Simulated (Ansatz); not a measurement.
# CH₃O₂Si+ (SMILES [CH2+][Si](=O)O): a short trajectory

Aim: follow the atoms for 60 steps of 0.5 fs at constant energy, with velocities drawn for 100 K.

Program: Ansatz 0.2.0, Gaussian basis. Level of theory: PBE0-D4/STO-3G. These are calculated values, not measurements.

**1. The system as given**

SMILES `[CH2+][Si](=O)O`, 7 atoms, charge 1, spin multiplicity 1.

Atoms are counted from 1 here; the program's logs count them from 0.

Bond lengths: C1–Si2 1.827 Å, C1–O3 1.580 Å, C1–H5 1.087 Å, C1–H6 1.087 Å, Si2–O3 1.586 Å, Si2–O4 1.552 Å, O4–H7 0.966 Å. Angles: Si2–C1–O3 54.9°, Si2–C1–H5 122.2°, Si2–C1–H6 122.2°, O3–C1–H5 111.5°, O3–C1–H6 111.5°, H5–C1–H6 115.0°, C1–Si2–O3 54.6°, C1–Si2–O4 170.0°, O3–Si2–O4 135.4°, C1–O3–Si2 70.5°, Si2–O4–H7 137.1°.

As a file:

```csv
atom,x (Å),y (Å),z (Å)
C1,-0.3809,0.9948,0.6873
Si2,0.1955,-0.4450,-0.2795
O3,0.8403,0.0705,1.0747
O4,0.4835,-1.6046,-1.2694
H5,-1.1853,0.9188,1.4145
H6,-0.0587,2.0089,0.4641
H7,0.1056,-1.9435,-2.0917
```

**2. Dynamics**

The input, md/in.yaml:

```yaml
crystal:
  periodic: [false, false, false]
  atoms:
    - {symbol: C, position_ang: [-0.380890, 0.994810, 0.687250]}
    - {symbol: Si, position_ang: [0.195500, -0.444960, -0.279470]}
    - {symbol: O, position_ang: [0.840330, 0.070500, 1.074720]}
    - {symbol: O, position_ang: [0.483510, -1.604580, -1.269370]}
    - {symbol: H, position_ang: [-1.185340, 0.918830, 1.414540]}
    - {symbol: H, position_ang: [-0.058660, 2.008890, 0.464070]}
    - {symbol: H, position_ang: [0.105550, -1.943490, -2.091730]}
basis:
  gaussian: {orbitals: STO-3G}
total_charge: 1
hamiltonian: {xc: pbe0, dispersion: d4}
md: {n_steps: 60, timestep: 0.5, temperature: 100, ensemble: nve, seed: 981, initial_velocities: maxwell_boltzmann}
```

Launch:

```sh
> ansatz run in.yaml --threads 2 --pin off --events-out ev --progress --plain --max-ram 3481MiB
```

**Question.** What will these runs give? Wanted: temperature at the start; mean temperature, second half; lowest and highest potential energy, from the first frame; largest change of potential + kinetic.

As calculated:

| quantity | value |
| --- | --- |
| length | 60 steps, 30.0 fs |
| temperature at the start | 100 K |
| mean temperature, second half | 449 K |
| lowest and highest potential energy, from the first frame | -492 and 0 meV |
| largest change of potential + kinetic | 1.6 meV |

In words: The system runs downhill by 0.49 eV, and that energy turns into motion. With no thermostat the total energy should stay fixed; it holds within 1.6 meV, small beside the kinetic energy, so the time step serves. With 7 atoms the instant temperature spans 100 to 858 K. The molecule keeps its bonds.
